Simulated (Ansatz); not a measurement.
# AlH₅NOSi radical: how energies converge with the basis set

The task here is to estimate one member of a computed series from the others.

The runs use Ansatz 0.2.0, Gaussian basis; one geometry, several basis sets.

Levels to be run: PBE0-D4/def2-SVP; ωB97M-V/def2-SVP; PBE0-D4/def2-QZVPP; ωB97M-V/def2-QZVPP; the functionals' def2-TZVPP values are taken from earlier runs.

## The relaxed structure

All runs share one geometry, relaxed beforehand with PBE0-D4 in a triple-zeta def2 set.

SMILES `[NH2][Al][O][SiH3]`, 9 atoms, charge 0, spin multiplicity 2.

Atoms are counted from 1 here; the program's logs count them from 0.

Bond lengths: N1–Al2 1.768 Å, N1–H5 1.006 Å, N1–H6 1.009 Å, Al2–O3 1.692 Å, O3–Si4 1.623 Å, Si4–H7 1.488 Å, Si4–H8 1.489 Å, Si4–H9 1.488 Å. Angles: Al2–N1–H5 124.7°, Al2–N1–H6 124.4°, H5–N1–H6 110.9°, N1–Al2–O3 117.7°, Al2–O3–Si4 163.3°, O3–Si4–H7 110.1°, O3–Si4–H8 111.0°, O3–Si4–H9 110.1°, H7–Si4–H8 108.5°, H7–Si4–H9 108.7°, H8–Si4–H9 108.5°.

Set-up of the first run:

File in.yaml:

```yaml
crystal:
  periodic: [false, false, false]
  atoms:
    - {symbol: N, position_ang: [-0.933809, 1.665423, -1.719999]}
    - {symbol: Al, position_ang: [0.465829, 0.682573, -1.270779]}
    - {symbol: O, position_ang: [0.347166, -0.259428, 0.129920]}
    - {symbol: Si, position_ang: [0.671326, -1.280636, 1.349280]}
    - {symbol: H, position_ang: [-0.979206, 2.263054, -2.528557]}
    - {symbol: H, position_ang: [-1.795828, 1.701063, -1.197311]}
    - {symbol: H, position_ang: [0.560400, -0.571494, 2.652304]}
    - {symbol: H, position_ang: [2.047806, -1.835388, 1.229241]}
    - {symbol: H, position_ang: [-0.295183, -2.411467, 1.338901]}
basis:
  gaussian: {orbitals: def2-SVP}
magnetization: {spin_polarized: true, initial_magnetization: 1}
hamiltonian: {xc: pbe0, dispersion: d4}
output: {orbitals: {seedname: orbitals}}
```

Run with:

```
ansatz run in.yaml --threads 4 --pin off --events-out ev --progress --plain --max-ram 10444MiB
```

Among the steps run: PBE0-D4 in def2-SVP; ωB97M-V in def2-SVP; PBE0-D4 in def2-QZVPP; ωB97M-V in def2-QZVPP.

One table of the session follows, with a row left open; its other results are not shown here.

It belongs to the step «Functionals by basis». 

| functional | basis | HOMO (eV) | LUMO (eV) |
| --- | --- | --- | --- |
| PBE0-D4 | def2-SVP | -5.76 | -2.25 |
| PBE0-D4 | def2-TZVPP | -5.88 | -2.32 |
| PBE0-D4 | def2-QZVPP | -5.91 | -2.36 |
| ωB97M-V | def2-SVP | -7.40 | -0.89 |
| ωB97M-V | def2-TZVPP | ? | ? |
| ωB97M-V | def2-QZVPP | -7.60 | -0.98 |

Q: Estimate the row for ωB97M-V, def2-TZVPP from the others.

As computed: HOMO (eV): -7.53; LUMO (eV): -0.89. In the column «HOMO (eV)» it lies between ωB97M-V, def2-QZVPP (-7.60) and ωB97M-V, def2-SVP (-7.40).
